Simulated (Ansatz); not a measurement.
**CH₅SiSn+ (SMILES [SiH+]=[CH][SnH3]): functionals against CCSD(T) at one geometry**

A test off equilibrium: a structure displaced at random from a GFN2-xTB minimum is computed at several levels, and each is set against CCSD(T).

Program: Ansatz 0.2.0, Gaussian basis. Level of theory: single points in def2-TZVPP. These are calculated values, not measurements.

Correlated methods freeze the cores. Filled d shells of the heavier atoms are correlated. Core potentials replace the inner electrons past krypton, and spin-orbit coupling is left out.

## (1) The system as given

SMILES `[SiH+]=[CH][SnH3]`, 8 atoms, charge 1, spin multiplicity 1.

Atoms are counted from 1 here; the program's logs count them from 0.

Bond lengths: Si1–C2 1.761 Å, Si1–H4 1.547 Å, C2–Sn3 2.197 Å, C2–H5 1.186 Å, Sn3–H6 1.509 Å, Sn3–H7 1.664 Å, Sn3–H8 1.571 Å. Angles: C2–Si1–H4 158.1°, Si1–C2–Sn3 121.6°, Si1–C2–H5 128.1°, Sn3–C2–H5 104.6°, C2–Sn3–H6 106.4°, C2–Sn3–H7 106.9°, C2–Sn3–H8 98.0°, H6–Sn3–H7 110.1°, H6–Sn3–H8 122.5°, H7–Sn3–H8 111.1°.

As a file:

```xyz
8
charge 1, multiplicity 1
Si   -1.6489    0.6574   -1.0400
C    -0.0149    0.0262   -0.8610
Sn    0.8279   -0.4439    1.1130
H    -2.9647    1.0540   -1.7500
H     0.9292    0.2360   -1.5467
H     0.7031    0.8118    1.9403
H     2.4321   -0.8164    0.8775
H    -0.0146   -1.7361    1.4078
```

## (2) CCSD(T)/def2-TZVPP

run/in.yaml

```yaml
crystal:
  periodic: [false, false, false]
  atoms:
    - {symbol: Si, position_ang: [-1.648900, 0.657400, -1.040000]}
    - {symbol: C, position_ang: [-0.014900, 0.026200, -0.861000]}
    - {symbol: Sn, position_ang: [0.827900, -0.443900, 1.113000]}
    - {symbol: H, position_ang: [-2.964700, 1.054000, -1.750000]}
    - {symbol: H, position_ang: [0.929200, 0.236000, -1.546700]}
    - {symbol: H, position_ang: [0.703100, 0.811800, 1.940300]}
    - {symbol: H, position_ang: [2.432100, -0.816400, 0.877500]}
    - {symbol: H, position_ang: [-0.014600, -1.736100, 1.407800]}
basis:
  gaussian: {orbitals: def2-TZVPP}
total_charge: 1
correlation: {method: ccsd_t}
output: {forces: true}
```

No record of the launch command was kept for these runs.

## (3) PBE0-D4/def2-TZVPP

run/in.yaml, as its differences from that of step 2:

```diff
@@ -14,3 +14,3 @@
 total_charge: 1
-correlation: {method: ccsd_t}
-output: {forces: true}
+hamiltonian: {xc: pbe0, dispersion: d4}
+output: {forces: true, orbitals: {seedname: orbitals}}
```

## (4) wB97M-V/def2-TZVPP

run/in.yaml, as its differences from that of step 3:

```diff
@@ -14,3 +14,3 @@
 total_charge: 1
-hamiltonian: {xc: pbe0, dispersion: d4}
-output: {forces: true, orbitals: {seedname: orbitals}}
+hamiltonian: {xc: {name: wB97M-V}}
+output: {forces: true}
```

## (5) r2SCAN-D4/def2-TZVPP

run/in.yaml, as its differences from that of step 4:

```diff
@@ -14,3 +14,3 @@
 total_charge: 1
-hamiltonian: {xc: {name: wB97M-V}}
+hamiltonian: {xc: r2scan, dispersion: d4}
 output: {forces: true}
```

## (6) PBE-D4/def2-TZVPP

run/in.yaml, as its differences from that of step 5:

```diff
@@ -14,3 +14,3 @@
 total_charge: 1
-hamiltonian: {xc: r2scan, dispersion: d4}
+hamiltonian: {xc: pbe, dispersion: d4}
 output: {forces: true}
```

## (7) LC-wPBE/def2-TZVPP

run/in.yaml, as its differences from that of step 6:

```diff
@@ -14,3 +14,3 @@
 total_charge: 1
-hamiltonian: {xc: pbe, dispersion: d4}
+hamiltonian: {xc: {name: LC-wPBE}}
 output: {forces: true}
```

## (8) SPW92/def2-TZVPP

run/in.yaml, as its differences from that of step 7:

```diff
@@ -14,3 +14,3 @@
 total_charge: 1
-hamiltonian: {xc: {name: LC-wPBE}}
+hamiltonian: {xc: lda}
 output: {forces: true}
```

(Steps that only read results are left out.)

Before running it: what results should come out? Wanted: energy less free atoms, CCSD(T)/def2-TZVPP; RMS force component; RMS force error; HOMO and LUMO, PBE0-D4; T1 diagnostic.

**Answer**, as computed:

| quantity | value |
| --- | --- |
| energy less free atoms, CCSD(T)/def2-TZVPP | -299.7 kcal/mol |
| RMS force component | 1.373 to 1.556 eV/Å over the methods |
| RMS force error | PBE0-D4 0.225, wB97M-V 0.253, r2SCAN-D4 0.191, PBE-D4 0.187, LC-wPBE 0.392, SPW92 0.313 eV/Å |
| HOMO and LUMO, PBE0-D4 | -12.38 and -9.36 eV |
| T1 diagnostic | 0.022 |

In words: Against CCSD(T) the functionals' energies less atoms differ by -81.6 to +8.3 kcal/mol, PBE-D4 by -10.8 kcal/mol. The reference is not at the basis limit: in triple zeta CCSD(T) underbinds, which counts against methods that bind more; the gaps are no ranking. On forces the order runs from PBE-D4 to LC-wPBE. Frozen-core CCSD(T) forces in triple zeta carry basis errors of their own, and this is one geometry, so small gaps rank nothing. The restricted Hartree–Fock reference is unstable towards an unrestricted one at one or more of these structures.
